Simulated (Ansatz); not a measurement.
# BH4NO2 (SMILES NB(O)O): a rigid scan of the bond length B2–O4

How does the energy rise as the bond length B2–O4 leaves its equilibrium value, and do density functionals follow CCSD(T)? No other atom is relaxed.

The runs use Ansatz 0.2.0, Gaussian basis; single points in def2-TZVPP.

Levels: PBE-D4, r2SCAN-D4, PBE0-D4, B3LYP-D4, wB97M-V, Hartree-Fock, MP2, CCSD, CCSD(T). The scan takes 1.130, 1.189, 1.274, 1.373, 1.483, 1.602, 1.728, 1.860, 1.999 Å.

Correlated methods freeze the cores. B3LYP uses VWN-RPA correlation.

30 further runs of the same task are left out: 30 set aside as unsound or not needed.

### Step 1. Where the work starts

SMILES `NB(O)O`, 8 atoms, charge 0, spin multiplicity 1.

Atoms are counted from 1 here; the program's logs count them from 0.

Bond lengths: N1–B2 1.459 Å, N1–H5 1.084 Å, N1–H6 1.064 Å, B2–O3 1.431 Å, B2–O4 1.412 Å, O3–H7 0.994 Å, O4–H8 0.994 Å. Angles: B2–N1–H5 109.4°, B2–N1–H6 111.6°, H5–N1–H6 104.3°, N1–B2–O3 118.7°, N1–B2–O4 123.7°, O3–B2–O4 117.6°, B2–O3–H7 108.6°, B2–O4–H8 105.0°.

Geometry (Å):

```csv
atom,x (Å),y (Å),z (Å)
N1,-0.5184,1.0524,-0.3139
B2,0.1776,-0.2080,-0.0773
O3,1.6064,-0.1999,-0.0010
O4,-0.4787,-1.4501,0.0631
H5,-1.5873,0.8755,-0.3371
H6,-0.3815,1.7323,0.4935
H7,1.9742,-0.3438,-0.9133
H8,-0.7003,-1.5157,1.0303
```

### Step 2. A first relaxation in a small basis

Input file pre/in.yaml:

```yaml
crystal:
  periodic: [false, false, false]
  atoms:
    - {symbol: N, position_ang: [-0.518400, 1.052400, -0.313900]}
    - {symbol: B, position_ang: [0.177600, -0.208000, -0.077300]}
    - {symbol: O, position_ang: [1.606400, -0.199900, -0.001000]}
    - {symbol: O, position_ang: [-0.478700, -1.450100, 0.063100]}
    - {symbol: H, position_ang: [-1.587300, 0.875500, -0.337100]}
    - {symbol: H, position_ang: [-0.381500, 1.732300, 0.493500]}
    - {symbol: H, position_ang: [1.974200, -0.343800, -0.913300]}
    - {symbol: H, position_ang: [-0.700300, -1.515700, 1.030300]}
basis:
  gaussian: {orbitals: def2-SVP}
hamiltonian: {xc: pbe, dispersion: d4}
relax: {f_tol: 0.03, max_steps: 250}
```

The command line of these runs was not kept.

After this run come: Relaxation at PBE0-D4; Reference energies at the minimum; B2–O4 = 1.130 Å; B2–O4 = 1.189 Å; B2–O4 = 1.274 Å; B2–O4 = 1.373 Å; B2–O4 = 1.483 Å; B2–O4 = 1.602 Å; B2–O4 = 1.728 Å; B2–O4 = 1.860 Å; B2–O4 = 1.999 Å.

Q: Predict the outcome of this session. Wanted: highest point, CCSD(T); lowest point, CCSD(T); minimum along the scan, CCSD(T); RMS deviation from CCSD(T); largest T1 diagnostic.

**Answer**, as computed:

| quantity | value |
| --- | --- |
| highest point, CCSD(T) | 62.3 kcal/mol at 1.999 Å |
| lowest point, CCSD(T) | 0.0 kcal/mol at 1.379 Å |
| minimum along the scan, CCSD(T) | 1.384 Å |
| curvature there | 38.0 eV/Å² |
| RMS deviation from CCSD(T) | PBE-D4 3.1, r2SCAN-D4 0.9, PBE0-D4 1.2, B3LYP-D4 1.2, wB97M-V 0.6, Hartree-Fock 5.1, MP2 0.1, CCSD 1.1 kcal/mol |
| largest T1 diagnostic | 0.015 |

A polynomial through the near points puts the CCSD(T) minimum 0.005 Å above the PBE0-D4 value. The third derivative is negative, the usual anharmonicity of a bond. Curvature against CCSD(T): PBE-D4 -8 %, Hartree-Fock +12 %. Best along the scan: MP2. Worst: Hartree-Fock.
